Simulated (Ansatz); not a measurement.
**One shape, several levels: doublet [GeSiNH7]+**

We compute a comparison of 6 runs (UHF/STO-3G, UHF/3-21G, U-wB97M-V/def2-SVP, UCAM-B3LYP/def2-SVP, UPBE0/def2-SVP, UCCSD(T)/def2-SVP) of doublet [GeSiNH7]+. 

Program for the calculation: Ansatz 0.2.0.

37 further runs of the same task are left out: 37 set aside as unsound or not needed.

## Step 1: The structure to begin with

[GeSiNH7]+: 10 atoms, total charge +1, spin state doublet. SMILES of the parent species: `[SiH3][NH][GeH3]`. Geometry: relaxed at PBE0-D4/def2-TZVP. That shape belongs to the parent species and isn't relaxed for this state.

Bond lengths: Si1–N2 1.718 Å, N2–Ge3 1.839 Å, Si1–H4 1.486 Å, Si1–H5 1.489 Å, Si1–H6 1.492 Å, N2–H7 1.009 Å, Ge3–H8 1.534 Å, Ge3–H9 1.543 Å, Ge3–H10 1.538 Å. Some angles: Si1–N2–Ge3 127.5°, Si1–N2–H7 117.0°, Ge3–N2–H7 114.2°, N2–Si1–H4 107.3°, N2–Si1–H5 110.3°, N2–Si1–H6 114.2°, N2–Ge3–H8 106.7°, N2–Ge3–H9 111.7°, N2–Ge3–H10 108.4°, H4–Si1–H5 110.0°.

## Step 2: A single-point energy at UHF/STO-3G (run 1)

job.yaml reads:

```yaml
crystal:
  periodic: [false, false, false]
  atoms:
    - {symbol: Si, position_ang: [-1.146800, 0.522200, -0.945600]}
    - {symbol: N, position_ang: [0.461400, 0.319100, -0.375700]}
    - {symbol: Ge, position_ang: [1.020100, -0.675800, 1.066200]}
    - {symbol: H, position_ang: [-1.923700, -0.668500, -0.512900]}
    - {symbol: H, position_ang: [-1.160200, 0.627200, -2.430500]}
    - {symbol: H, position_ang: [-1.835500, 1.735800, -0.416100]}
    - {symbol: H, position_ang: [1.159100, 0.952900, -0.736500]}
    - {symbol: H, position_ang: [-0.018900, -1.787400, 1.262400]}
    - {symbol: H, position_ang: [1.119900, 0.180400, 2.345600]}
    - {symbol: H, position_ang: [2.407800, -1.257200, 0.745900]}
basis:
  gaussian: {orbitals: STO-3G}
total_charge: 1
magnetization: {spin_polarized: true, initial_magnetization: 1}
hamiltonian: {xc: hf}
accuracy: high
output: {orbitals: {seedname: orbitals}}
```

Run with:

```sh
$ ansatz run job.yaml --threads 1 --pin off --max-ram 3480MiB --events-out events.jsonl --progress --plain --runs-dir runs
```

Standard output:

```text
Warning: RAYON_NUM_THREADS=1 ignored (pool sized by the plan → 1); use --threads N
Functional definition: HF
  name "HF"
  exchange = exact_x
  correlation = 0
686 factors; integrals over basis functions are off by at most 4.7e-9 eV
mean field evaluation 1: about -65168.9772 eV, gradient 1.3e1 eV
mean field evaluation 2: about -65169.0181 eV, gradient 1.3e1 eV
mean field evaluation 4: about -65171.5524 eV, gradient 3.6e0 eV
mean field evaluation 8: about -65171.8833 eV, gradient 9.2e-4 eV
mean field evaluation 16: about -65169.5301 eV, gradient 1.5e1 eV
mean field -65171.88136233 eV, -2395.0224649779 hartree, gradient 2.0e-8 eV, S^2 0.763257; 0 other end points of the search recorded, 0 dependent functions left out
reference -65171.88136233 eV, -2395.0224649779 hartree; 30, 29 occupied and 9, 10 virtual orbitals, 686 factors
Total energy: -65171.88136233 eV, -2395.0224649779 hartree
```

Wall time 0.72 s (1 thread of Arm Neoverse V1, shared host); peak memory 0.11 GiB.

## Step 3: A single-point energy at UHF/3-21G (run 2)

Changes to job.yaml since step 2:

```diff
@@ -14,7 +14,12 @@
 basis:
-  gaussian: {orbitals: STO-3G}
+  gaussian:
+    orbitals: 3-21G-spherical.json
 total_charge: 1
-magnetization: {spin_polarized: true, initial_magnetization: 1}
-hamiltonian: {xc: hf}
+magnetization:
+  spin_polarized: true
+  initial_magnetization: 1
+hamiltonian:
+  xc: hf
 accuracy: high
-output: {orbitals: {seedname: orbitals}}
+output:
+  orbitals: {seedname: orbitals}
```

The basis set 3-21G is read from a file made from the Basis Set Exchange's data (not shown).

Run with:

```sh
$ ansatz run job.yaml --threads 1 --pin off --max-ram 3480MiB --events-out events.jsonl --progress --plain --runs-dir runs
```

Standard output:

```text
Warning: RAYON_NUM_THREADS=1 ignored (pool sized by the plan → 1); use --threads N
[... 4 set-up lines as earlier in the session ...]
1237 factors; integrals over basis functions are off by at most 4.1e-9 eV
mean field evaluation 1: about -65591.8483 eV, gradient 2.8e1 eV
mean field evaluation 2: about -65592.1508 eV, gradient 2.8e1 eV
mean field evaluation 4: about -65596.8611 eV, gradient 4.2e0 eV
mean field evaluation 8: about -65597.4623 eV, gradient 6.1e-1 eV
mean field evaluation 16: about -65597.4763 eV, gradient 2.4e-8 eV
mean field -65597.47629521 eV, -2410.6627902827 hartree, gradient 3.7e-8 eV, S^2 0.764538; 1 other end points of the search recorded, 0 dependent functions left out
reference -65597.47629521 eV, -2410.6627902827 hartree; 30, 29 occupied and 28, 29 virtual orbitals, 1237 factors
Total energy: -65597.47629521 eV, -2410.6627902827 hartree
```

Wall time 1.6 s (1 thread of Arm Neoverse V1, shared host); peak memory 0.18 GiB.

Run 3 isn't shown in full; the table further down has it.

## Step 4: The energy at UCAM-B3LYP/def2-SVP (run 4)

molecule.yaml reads:

```yaml
crystal:
  periodic: [false, false, false]
  atoms:
    - {symbol: Si, position_ang: [-1.146800, 0.522200, -0.945600]}
    - {symbol: "N", position_ang: [0.461400, 0.319100, -0.375700]}
    - {symbol: Ge, position_ang: [1.020100, -0.675800, 1.066200]}
    - {symbol: H, position_ang: [-1.923700, -0.668500, -0.512900]}
    - {symbol: H, position_ang: [-1.160200, 0.627200, -2.430500]}
    - {symbol: H, position_ang: [-1.835500, 1.735800, -0.416100]}
    - {symbol: H, position_ang: [1.159100, 0.952900, -0.736500]}
    - {symbol: H, position_ang: [-0.018900, -1.787400, 1.262400]}
    - {symbol: H, position_ang: [1.119900, 0.180400, 2.345600]}
    - {symbol: H, position_ang: [2.407800, -1.257200, 0.745900]}
basis:
  gaussian:
    orbitals: def2-SVP
output: {orbitals: {seedname: orbitals}}
total_charge: 1
accuracy: high
hamiltonian:
  xc: {name: CAM-B3LYP}
magnetization:
  spin_polarized: true
  initial_magnetization: 1
```

Run with:

```sh
$ ansatz run molecule.yaml --threads 1 --pin off --max-ram 3480MiB --events-out events.jsonl --progress --plain --runs-dir runs
```

Standard output:

```text
Warning: RAYON_NUM_THREADS=1 ignored (pool sized by the plan → 1); use --threads N
Functional definition: CAM-B3LYP
  name "CAM-B3LYP"
  parameter alpha = 0.19
  parameter beta = 0.46
  parameter omega = 0.33/bohr
  parameter ac = 0.81
  exchange = (1 - alpha - beta)*b88_x + beta*b88_x_sr(omega) + alpha*exact_x + beta*exact_x_lr(omega)
  correlation = (1 - ac)*vwn5_c + ac*lyp_c
2206 factors; integrals over basis functions are off by at most 4.3e-9 eV
456 factors; integrals over basis functions are off by at most 2.3e-9 eV
mean field evaluation 1: about -65971.4746 eV, gradient 5.0e1 eV
mean field evaluation 2: about -65955.5901 eV, gradient 7.3e1 eV
mean field evaluation 4: about -65982.6183 eV, gradient 3.0e0 eV
mean field evaluation 8: about -65982.8320 eV, gradient 8.8e-1 eV
mean field evaluation 16: about -65982.8447 eV, gradient 1.0e-3 eV
mean field evaluation 32: about -65982.8447 eV, gradient 1.1e-7 eV
mean field -65982.84470353 eV, -2424.8248180761 hartree, gradient 3.6e-8 eV, S^2 0.759361; 0 other end points of the search recorded, 0 dependent functions left out
reference -65982.84472585 eV, -2424.8248188964 hartree; 30, 29 occupied and 69, 70 virtual orbitals, 2206 factors
Total energy: -65982.84472585 eV, -2424.8248188964 hartree
```

It took 24 s on 1 thread of Arm Neoverse V1, shared host; peak memory 0.63 GiB.

Run 5 isn't shown in full; the table further down has it.

## Step 5: A single-point energy at UCCSD(T)/def2-SVP (run 6)

input.yaml reads:

```yaml
crystal:
  periodic: [false, false, false]
  atoms:
    - {symbol: Si, position_ang: [-1.146800, 0.522200, -0.945600]}
    - {symbol: N, position_ang: [0.461400, 0.319100, -0.375700]}
    - {symbol: Ge, position_ang: [1.020100, -0.675800, 1.066200]}
    - {symbol: H, position_ang: [-1.923700, -0.668500, -0.512900]}
    - {symbol: H, position_ang: [-1.160200, 0.627200, -2.430500]}
    - {symbol: H, position_ang: [-1.835500, 1.735800, -0.416100]}
    - {symbol: H, position_ang: [1.159100, 0.952900, -0.736500]}
    - {symbol: H, position_ang: [-0.018900, -1.787400, 1.262400]}
    - {symbol: H, position_ang: [1.119900, 0.180400, 2.345600]}
    - {symbol: H, position_ang: [2.407800, -1.257200, 0.745900]}
basis:
  gaussian: {orbitals: def2-SVP}
total_charge: 1
scf: {omitted_lower_state_checks: [cluster_reference, increment]}
magnetization: {spin_polarized: true, initial_magnetization: 1}
correlation: {method: ccsd_t, frozen_orbitals: {Ge: 9, H: 0, "N": 1, Si: 5}}
accuracy: high
```

Run with:

```sh
$ ansatz run input.yaml --threads 1 --pin off --max-ram 3480MiB --events-out events.jsonl --progress --plain --runs-dir runs
```

Standard output:

```text
Warning: RAYON_NUM_THREADS=1 ignored (pool sized by the plan → 1); use --threads N
[... 12 lines left out ...]
15 core orbitals not correlated: weight in the atoms' cores, before any rotation towards them, 1.000 or more for the frozen orbitals, at most 0.000 for the correlated occupied ones
[... 30 lines left out ...]
Total energy: -65924.30325833 eV, -2422.6734596461 hartree
Checks for a lower state left out: cluster_reference, increment
```

Run time: 2.2 min. Hardware: 1 thread of Arm Neoverse V1, shared host; peak memory 1.3 GiB.

## Step 6: The series

```csv
run,level,frozen core orbitals,energy (Eh),HOMO energy (eV),LUMO energy (eV),⟨S²⟩,wall time
1,UHF/STO-3G,–,-2395.022465,-16.62,-2.30,0.763,0.72 s
2,UHF/3-21G,–,-2410.662790,-17.75,-6.15,0.765,1.6 s
3,U-wB97M-V/def2-SVP,–,-2424.545393,-16.68,-9.29,0.758,2.8 min
4,UCAM-B3LYP/def2-SVP,–,-2424.824819,-15.93,-10.14,0.759,24 s
5,UPBE0/def2-SVP,–,-2424.278629,-14.56,-11.17,0.759,19 s
6,UCCSD(T)/def2-SVP,15,-2422.673460,–,–,0.764,2.2 min
```

## Step 7: What came out

```
                                           quantity           value
                                run 6: total energy  -2422.67346 Eh
run 6: correlation energy (15 core orbitals frozen)      -533.4 mEh
                              run 6: (T) correction      -13.68 mEh
           run 6: ⟨S²⟩ of the reference determinant           0.764
                               run 6: T1 diagnostic           0.024
```

Totals of different functionals can't be ranked against each other. In run 1 the basis is minimal, so the values are rough. All runs together took 5.8 min, the longest 2.8 min.
